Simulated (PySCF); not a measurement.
# IrSCl₂: quartet, from a B3LYP minimum start

The task is one start of a wider search on IrSCl₂: the quartet, from a B3LYP minimum start. It is relaxed, tested by its Hessian and followed downhill if it is a saddle.

Computed with PySCF 2.14.0. Level: B3LYP, basis Ir def2-SVP with ECP60, S def2-SVP, Cl def2-SVP, scalar-relativistic core potentials, no spin–orbit coupling, density fitting.

## 1. The starting structure

4 atoms, charge 0, spin multiplicity 4.

Bond lengths: Ir1–S2 2.118 Å, Ir1–Cl3 2.254 Å, Ir1–Cl4 2.254 Å. Angles: S2–Ir1–Cl3 102.4°, S2–Ir1–Cl4 102.4°, Cl3–Ir1–Cl4 155.1°.

```xyz
4
charge 0 multiplicity 4
Ir    0.0000    0.0000   -0.1144
S     0.0000    0.0000    2.0040
Cl   -2.2015    0.0000   -0.6004
Cl    2.2015    0.0000   -0.6004
```

## 2. Finding the electronic state

The steps below are one call of a driver around PySCF. For each, scf.py gives the equivalent set-up of the SCF; relaxations use the driver's own optimiser. After this first run the driver tries any further starts and a stability analysis.

Input file scf.py:

```python
from pyscf import gto, scf, dft
mol = gto.M(atom='''
Ir    -0.000000     0.000000    -0.114450
S      0.000000    -0.000000     2.004010
Cl    -2.201470    -0.000000    -0.600350
Cl     2.201470    -0.000000    -0.600350''',
    basis={'Ir': 'def2-SVP', 'S': 'def2-SVP', 'Cl': 'def2-SVP'},
    ecp={'Ir': 'def2-SVP'},
    charge=0, spin=3)
mf = dft.UKS(mol, xc='B3LYP')
mf.grids.atom_grid = (50, 194)
aux = {'Ir': 'def2-universal-JKFIT', 'S': 'def2-universal-JKFIT', 'Cl': 'def2-universal-JKFIT'}
mf = mf.density_fit(auxbasis=aux)
mf.conv_tol = 1e-08
mf.diis_space = 10
mf.max_cycle = 60
mf.init_guess = 'minao'
mf.verbose = 4
mf.kernel()
```

On the command line:

```console
OMP_NUM_THREADS=2 python axn.py task.json out
```

The runs that follow: Relaxation: B3LYP minimum start, quartet; Vibrations and properties at this point.

**Question.** What will these runs give? Wanted: minimum; geometry; wavenumbers; dipole moment; highest occupied, lowest empty level; polar-tensor charge of Ir1; zero-point energy; atomisation energy; ⟨S²⟩.

As calculated:

| quantity | value |
| --- | --- |
| minimum | quartet, C2v |
| geometry | Ir–Cl 2.254 Å (×2), Ir–S 2.118 Å; Cl–Ir–Cl 155.1°, Cl–Ir–S 102.5° (×2) |
| wavenumbers (cm⁻¹) | 92 (b1), 121 (b2), 122 (a1), 373 (a1), 387 (b2), 506 (a1) |
| dipole moment | 0.23 D |
| highest occupied, lowest empty level (either spin) | -7.15, -4.94 eV |
| polar-tensor charge of Ir1 | +0.74 e |
| zero-point energy | 9.6 kJ/mol |
| entropy at 298.15 K | 357.3 J/(mol K) |
| atomisation energy (no zero-point energy) | 978 kJ/mol |
| ⟨S²⟩ | 3.761 |

**Reading.** The molecule stays C2v, as typed, and the end point is a minimum. The strongest infrared band lies at 387 cm⁻¹ (b2, stretch). Only this shape and spin were tried, so other structures or states may lie lower. Open d and f shells are described by one determinant, and the ground state may have another occupation or spin. Spin–orbit coupling, left out here, can matter for elements this heavy.
